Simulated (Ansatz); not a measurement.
# Si: the cost of one run

Method: DFT r2SCAN, scalar-relativistic, plane waves, PAW, in Ansatz 0.2.0.

1 further run of the same task is left out (set aside as unsound or not needed).

## (1) The system as given

The structure is cubic, space group Ia-3 (No. 206). The conventional cell has a = 6.647 Å, b = 6.647 Å, c = 6.647 Å, α = 90.00°, β = 90.00°, γ = 90.00°. Around Si (site symmetry 3) lie 4 Si at 2.32 to 2.39 Å.

Coordinates:

```
CELL_PARAMETERS angstrom
-3.32361 3.32361 3.32361
3.32361 -3.32361 3.32361
3.32361 3.32361 -3.32361
ATOMIC_POSITIONS crystal
Si 0.20140 0.20140 0.20140
Si 0.50000 0.00000 0.29860
Si 0.29860 0.50000 0.00000
Si 0.00000 0.29860 0.50000
Si 0.79860 0.79860 0.79860
Si 0.50000 0.00000 0.70140
Si 0.70140 0.50000 0.00000
Si 0.00000 0.70140 0.50000
```

This cell was relaxed beforehand with the same method: volume 18.36 Å³/atom, gap on the mesh none (metal).

## (2) Bulk reference on the slab's mesh

input.yaml reads:

```yaml
crystal:
  lattice:
    - [6.6472290895, 0.0, 0.0]
    - [0.0, 6.6472290895, 0.0]
    - [3.3236145448, -3.3236145448, 3.3236145448]
  atoms:
    - { symbol: Si, position: [0.7986003482, 0.2013996518, 0.2013996518] }
    - { symbol: Si, position: [0.0, 0.2986003482, 0.7986003482] }
    - { symbol: Si, position: [0.5, 0.0, 0.2013996518] }
    - { symbol: Si, position: [0.7013996518, 0.5, 0.7986003482] }
    - { symbol: Si, position: [0.2013996518, 0.7986003482, 0.7986003482] }
    - { symbol: Si, position: [0.0, 0.7013996518, 0.2013996518] }
    - { symbol: Si, position: [0.5, 0.0, 0.7986003482] }
    - { symbol: Si, position: [0.2986003482, 0.5, 0.2013996518] }
basis:
  ecutwfc: 500
kpoints:
  mp_grid: { grid: [5, 5, 10] }
hamiltonian:
  xc: r2scan
scf:
  occupations: { method: gaussian, width: 0.1 }
output:
  forces: true
  stress: true
  eigenvalues: true
```

Run with:

```sh
$ ansatz run input.yaml --threads 4 --pin off --max-ram 10240MiB --backend cpu --events-out ev --progress --plain --runs-dir out
```

Q: Estimate wall time and peak memory on 4 threads of AMD EPYC 9R45 (Zen 5), shared host.

About 1.9 s, with a peak of 1 GiB.
